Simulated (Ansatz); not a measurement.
# H9NSSi2: the cost of one run

Program: Ansatz 0.2.0. Level of theory: UKS B3LYP/6-31G. These are calculated values, not measurements.

## Step 1: The starting structure

Bond lengths: Si1–N2 2.123 Å, Si1–H3 1.460 Å, Si1–H4 1.500 Å, Si1–Si5 2.315 Å, Si1–S7 2.529 Å, N2–H8 1.009 Å, N2–H9 1.009 Å, Si5–H10 1.464 Å, Si5–H11 1.469 Å, Si5–H12 1.463 Å, S7–H13 1.327 Å. Angles (14 of 20 angles, heavy atoms first): N2–Si1–Si5 120.2°, N2–Si1–S7 74.4°, Si5–Si1–S7 90.9°, Si1–N2–H8 114.6°, Si1–N2–H9 117.8°, N2–Si1–H3 108.2°, N2–Si1–H4 85.7°, H3–Si1–Si5 127.1°, H3–Si1–S7 82.2°, H4–Si1–Si5 104.0°, H4–Si1–S7 159.3°, Si1–Si5–H10 109.8°, Si1–Si5–H11 113.5°, Si1–Si5–H12 111.9°.

As a file:

```xyz
13

Si   -0.5991   -0.6862    0.0578
N     0.9386   -0.7099    1.5212
H    -1.8724   -0.9230    0.7308
H    -0.1998   -2.1051   -0.2203
Si   -0.2690    0.3941   -1.9625
H     0.5191    0.4872    1.9399
S    -0.7688    1.5323    1.2607
H     0.8243   -1.4101    2.2380
H     1.8951   -0.6968    1.2001
H    -0.2366   -0.5869   -3.0485
H     0.9858    1.1563   -2.0225
H    -1.3502    1.3330   -2.2612
H     0.1330    2.2153    0.5664
```

## Step 2: Run 1

150 steps of 0.5 fs at constant energy, with velocities drawn for 600 K.

Contents of input.yaml:

```yaml
crystal:
  periodic: [false, false, false]
  atoms:
    - { symbol: Si, position_ang: [-0.5991, -0.6862, 0.0578] }
    - { symbol: "N", position_ang: [0.9386, -0.7099, 1.5212] }
    - { symbol: H, position_ang: [-1.8724, -0.923, 0.7308] }
    - { symbol: H, position_ang: [-0.1998, -2.1051, -0.2203] }
    - { symbol: Si, position_ang: [-0.269, 0.3941, -1.9625] }
    - { symbol: H, position_ang: [0.5191, 0.4872, 1.9399] }
    - { symbol: S, position_ang: [-0.7688, 1.5323, 1.2607] }
    - { symbol: H, position_ang: [0.8243, -1.4101, 2.238] }
    - { symbol: H, position_ang: [1.8951, -0.6968, 1.2001] }
    - { symbol: H, position_ang: [-0.2366, -0.5869, -3.0485] }
    - { symbol: H, position_ang: [0.9858, 1.1563, -2.0225] }
    - { symbol: H, position_ang: [-1.3502, 1.333, -2.2612] }
    - { symbol: H, position_ang: [0.133, 2.2153, 0.5664] }
magnetization:
  spin_polarized: true
basis:
  gaussian: { orbitals: "6-31G" }
hamiltonian:
  xc: b3lyp
md:
  timestep: 0.5
  n_steps: 150
  ensemble: nve
  temperature: 600.0
  initial_velocities: maxwell_boltzmann
  seed: 264112
```

The run is started by

```
$ ansatz run input.yaml --threads 1 --pin off --max-ram 2048MiB --backend cpu --events-out ev --progress --plain --runs-dir out
```

Q: Estimate wall time and peak memory on 1 thread of an Arm CPU, shared host.

About 14 min, with a peak of 0.22 GiB.
